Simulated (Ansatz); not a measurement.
**CH₃NSSi: ionisation energy by level of theory**

The task here is to estimate one member of a computed series from the others.

The runs use Ansatz 0.2.0, Gaussian basis; unrestricted cation, the program's frozen cores in correlated methods.

The runs, in order: UKS PBE-D4/def2-TZVPP; UKS r2SCAN-D4/def2-TZVPP; UKS PBE0-D4/def2-TZVPP; UKS B3LYP-D4/def2-TZVPP; UKS wB97X-V/def2-TZVPP; UKS wB97M-V/def2-TZVPP; UKS B2PLYP/def2-TZVPP; UHF-CCSD(T)/def2-TZVPP; UHF-CCSD(T)/def2-QZVPP; extrapolation to the limit; then −ε(HOMO) from the neutral's earlier runs with LDA (SPW92), PBE-D4, revPBE-D4, BLYP-D4, r2SCAN-D4, B97M-V, PBE0-D4, B3LYP-D4, r2SCANh-D4, r2SCAN0-D4, HSE06-D4, BHLYP-D4, CAM-B3LYP-D4, LC-ωPBE, ωB97X-V, ωB97M-V.

2 further runs of the same task are left out: 2 that didn't finish.

**The geometry**

An earlier PBE0-D4 in a triple-zeta def2 set relaxation fixed the geometry.

SMILES `[SiH3]N=C=S`, 7 atoms, charge 0, spin multiplicity 1.

Atoms are counted from 1 here; the program's logs count them from 0.

Bond lengths: Si1–N2 1.712 Å, Si1–H5 1.481 Å, Si1–H6 1.481 Å, Si1–H7 1.481 Å, N2–C3 1.187 Å, C3–S4 1.568 Å. Angles: N2–Si1–H5 108.5°, N2–Si1–H6 108.5°, N2–Si1–H7 108.5°, H5–Si1–H6 110.4°, H5–Si1–H7 110.4°, H6–Si1–H7 110.4°, Si1–N2–C3 180.0°, N2–C3–S4 180.0°.

As a file:

```xyz
7

Si   -0.2984    0.9953   -0.3468
N     0.1682   -0.5605    0.1949
C     0.4916   -1.6392    0.5710
S     0.9185   -3.0636    1.0675
H    -0.9682    0.8547   -1.6605
H    -1.2282    1.5800    0.6471
H     0.9164    1.8333   -0.4733
```

The first run:

Input file in.yaml:

```yaml
crystal:
  periodic: [false, false, false]
  atoms:
    - {symbol: Si, position_ang: [-0.298403, 0.995312, -0.346803]}
    - {symbol: N, position_ang: [0.168190, -0.560516, 0.194906]}
    - {symbol: C, position_ang: [0.491571, -1.639241, 0.570995]}
    - {symbol: S, position_ang: [0.918550, -3.063589, 1.067546]}
    - {symbol: H, position_ang: [-0.968193, 0.854715, -1.660468]}
    - {symbol: H, position_ang: [-1.228152, 1.579993, 0.647099]}
    - {symbol: H, position_ang: [0.916446, 1.833326, -0.473276]}
basis:
  gaussian: {orbitals: def2-TZVPP}
total_charge: 1
magnetization: {spin_polarized: true, initial_magnetization: 1}
hamiltonian: {xc: pbe, dispersion: d4}
```

Launch:

```sh
$ ansatz run in.yaml --threads 2 --pin off --events-out ev --progress --plain --max-ram 32768MiB --backend cpu
```

Steps of the session up to this table: Cation, UKS PBE-D4/def2-TZVPP; Cation, UKS r2SCAN-D4/def2-TZVPP; Cation, UKS PBE0-D4/def2-TZVPP; Cation, UKS B3LYP-D4/def2-TZVPP; Cation, UKS wB97X-V/def2-TZVPP; Cation, UKS wB97M-V/def2-TZVPP; Cation, UKS B2PLYP (frozen core)/def2-TZVPP; Cation, UHF-CCSD(T)/def2-TZVPP; Cation, UHF-CCSD(T)/def2-QZVPP.

One table of the session follows, with a row left open; its other results are not shown here.

Orbital estimates, from the neutral's runs:

| functional | −ε(HOMO) (eV) |
| --- | --- |
| LDA (SPW92) | 6.55 |
| PBE-D4 | 6.41 |
| revPBE-D4 | 6.36 |
| BLYP-D4 | 6.23 |
| r2SCAN-D4 | 6.68 |
| B97M-V | ? |
| PBE0-D4 | 7.53 |
| B3LYP-D4 | 7.29 |
| r2SCANh-D4 | 7.09 |
| r2SCAN0-D4 | 7.72 |
| HSE06-D4 | 7.14 |
| BHLYP-D4 | 8.50 |
| CAM-B3LYP-D4 | 8.74 |
| LC-ωPBE | 10.05 |
| ωB97X-V | 9.71 |
| ωB97M-V | 9.56 |

**Question.** Estimate the row for B97M-V.

**Answer.** −ε(HOMO) (eV): 6.72. In the column «−ε(HOMO) (eV)» it lies between r2SCAN-D4 (6.68) and r2SCANh-D4 (7.09).
